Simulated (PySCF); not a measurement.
# The bond of TmS, level by level

One job finds the state of TmS, follows it along the bond with each method and fits the curves.

Method: Tm x2c-SVPall, S x2c-SVPall, spin-free X2C with a Gaussian nucleus; program: PySCF 2.14.0.

**1. The job**

The job is set up so:

```
atoms                         : Tm, S
charge                        : 0
basis                         : Tm x2c-SVPall, S x2c-SVPall
Hamiltonian                   : spin-free X2C with a Gaussian nucleus
basis functions               : 103
electrons treated             : 85
masses in u                   : 168.9342, 31.9721
levels                        : PBE0, PBE, r²SCAN, B3LYP, revPBE, LC-ωPBE, HF, MP2, SCS-MP2
grid                          : 80 radial by 434 angular points
occupations                   : held fixed by the projection of orbital angular momentum
dissociation limit            : Tm + S, each in its ground configuration
starting distance in angstrom : 2.263
values of 2S to try           : 1, 3
```

Run with:

```sh
$ OMP_NUM_THREADS=2 python dia.py task.json out
```

Further steps of the session: First curve: PBE0; Excited determinants; PBE (GGA); r²SCAN (meta-GGA); B3LYP (global hybrid GGA); revPBE; LC-ωPBE (range-separated hybrid); ROHF.

Before running it: what results should come out? Wanted: for each run, Re; ωe; De; μ.

As calculated:

Lowest PBE0 solution found, without spin–orbit coupling: ²Δ (doublet), unpaired electrons δ ↑, about 12.7 electrons in the 4f shell (Mulliken). The other levels ran on it alone.

```
       level  Re (Å)  ωe (cm⁻¹)  De (eV)   μ (D)
        ROHF   2.409        398     1.27  -11.98
    ROHF-MP2   2.334        396     2.77     n/a
ROHF-SCS-MP2   2.356        388     2.49     n/a
         PBE   2.336        397     3.87   -7.17
      revPBE   2.345        393     3.71   -7.32
      r²SCAN   2.310        420     4.19   -7.18
       B3LYP   2.342        392     3.20   -7.66
        PBE0   2.326        398     3.40   -8.23
     LC-ωPBE   2.313        428     3.30   -9.90
```

De is counted to Tm + S in their ground configurations. A positive dipole means Tm(−)S(+). ⟨S²⟩ is off the pure value of 0.75 by over a tenth at PBE 0.93, revPBE 0.92, r²SCAN 1.16, B3LYP 0.99, PBE0 0.98.

The methods spread over 0.099 Å in bond length, from r²SCAN to ROHF. Among the levels with a De in the table, it runs from 1.27 eV (ROHF) to 4.19 eV (r²SCAN).

Correlated steps freeze 23 core orbitals. These are scalar-relativistic numbers at best; spin–orbit coupling would shift them, the dissociation energy most. The state is the lowest single determinant that the PBE0 search found; with open d or f shells the true ground state can be another one. With spin–orbit coupling the term label itself may not hold.
